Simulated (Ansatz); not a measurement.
# SiO: the cost of one run

Computed with Ansatz 0.2.0 (DFT PBEsol, scalar-relativistic, plane waves, PAW, unless a step's input says otherwise).

4 further runs of the same task are left out: 4 set aside as unsound or not needed.

**1. The starting structure**

Symmetry: P-6m2, No. 187, hexagonal system. Conventional cell: a = 2.666 Å, b = 2.666 Å, c = 3.092 Å, α = 90.00°, β = 90.00°, γ = 120.00°. Si (site symmetry -6m2) has 6 O at 2.18 Å as nearest neighbours. O (site symmetry -6m2) has 6 Si at 2.18 Å as nearest neighbours.

Coordinates:

```cif
data_structure
_symmetry_space_group_name_H-M 'P-6m2'
_symmetry_Int_Tables_number 187
_cell_length_a 2.6663
_cell_length_b 2.6663
_cell_length_c 3.0920
_cell_angle_alpha 90.000
_cell_angle_beta 90.000
_cell_angle_gamma 120.000
_cell_volume 19.04
loop_
_atom_site_label
_atom_site_type_symbol
_atom_site_symmetry_multiplicity
_atom_site_Wyckoff_symbol
_atom_site_fract_x
_atom_site_fract_y
_atom_site_fract_z
_atom_site_occupancy
Si1 Si 1 e 0.66667 0.33333 0.00000 1
O1 O 1 b 0.00000 0.00000 0.50000 1
```

This is a trial structure built by rule; it need not be a known or stable form of this composition.

This cell was relaxed beforehand with the same method: volume 9.52 Å³/atom, gap on the mesh none (metal).

The cell was built by a swap of Ti by Si in TiO; it need not be the stable form of this composition.

**2. Tight relaxation for the response runs, with the smearing for a metal**

Response runs need a geometry at rest under their own mesh and occupations; hence this stricter relaxation.

Input file input.yaml:

```yaml
crystal:
  lattice:
    - [2.6662934809, 0.0, 0.0]
    - [-1.3331467404, 2.3090778884, 0.0]
    - [0.0, 0.0, 3.0920200129]
  atoms:
    - { symbol: Si, position: [0.6666666667, 0.3333333333, 0.0] }
    - { symbol: O, position: [0.0, 0.0, 0.5] }
basis:
  ecutwfc: 420
kpoints:
  mp_grid: { grid: [18, 18, 16] }
hamiltonian:
  xc: pbesol
scf:
  occupations: { method: fermi_dirac, width: 0.15 }
output:
  forces: true
  stress: true
  eigenvalues: true
  write_density: true
  write_potential: true
  elf: true
  volumetric_format: npy
relax:
  adjacent_minimum: "off"
  f_tol: 0.001
  max_steps: 60
  cell: { stress_tol: 0.01 }
```

On the command line:

```console
$ ansatz run input.yaml --threads 2 --pin off --max-ram 7168MiB --backend cpu --events-out ev --progress --plain --runs-dir out
```

What time and memory should one allow on 2 threads of Intel Xeon 6975P-C (Granite Rapids), shared host?

About 12 s, with a peak of 0.45 GiB.
